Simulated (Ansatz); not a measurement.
Crystal: NbCd3.

```
CELL_PARAMETERS angstrom
4.21500 0.00000 0.00000
0.00000 4.21500 0.00000
0.00000 0.00000 4.21500
ATOMIC_POSITIONS crystal
Cd 0.50000 0.50000 0.00000
Cd 0.50000 0.00000 0.50000
Cd 0.00000 0.50000 0.50000
Nb 0.00000 0.00000 0.00000
```

```yaml
Program: Ansatz 0.2.0
Task: single point
Functional: PBEsol
Potentials_or_basis: all-electron LAPW, scalar-relativistic
Cutoff: 223 eV (chosen from the basis error)
Basis_error_allowed: 0.001 eV/atom
k_mesh: 6 × 6 × 6
Occupations: fermi-dirac, width 0.05 eV
Spin: no spin polarisation
```

On this cell: pressure 1.4 GPa; largest force zero by symmetry; band gap on the k mesh none (metal or under the smearing width).

The same run follows on a disturbed copy (atoms moved at random, drawn with an rms of 0.05 Å):

```xyz
4
Lattice="4.2150 0.0000 0.0000 0.0000 4.2150 0.0000 0.0000 0.0000 4.2150" Properties=species:S:1:pos:R:3 pbc="T T T"
Cd    2.1463    2.0923   -0.0797
Cd    2.0731    0.0122    2.1022
Cd    0.0074    2.0977    2.1434
Nb    0.0378   -0.0319   -0.0308
```

Q: What does the disturbed cell give?

A: The energy (extrapolated to zero smearing) moves by +12.7 meV/atom; pressure 1.7 GPa; largest force 0.546 eV/Å; band gap on the k mesh none (metal or under the smearing width).

Forces in eV/Å, atoms in the order of the input:
```
Cd  -0.025 -0.002  0.511
Cd   0.346 -0.146 -0.337
Cd  -0.010 -0.032 -0.545
Nb  -0.310  0.179  0.371
```

Stress tensor (GPa, compression positive):
```
 1.76  0.01 -0.17
 0.01  1.65  0.14
-0.17  0.14  1.76
```

The runs don't all hold the same shells in valence.
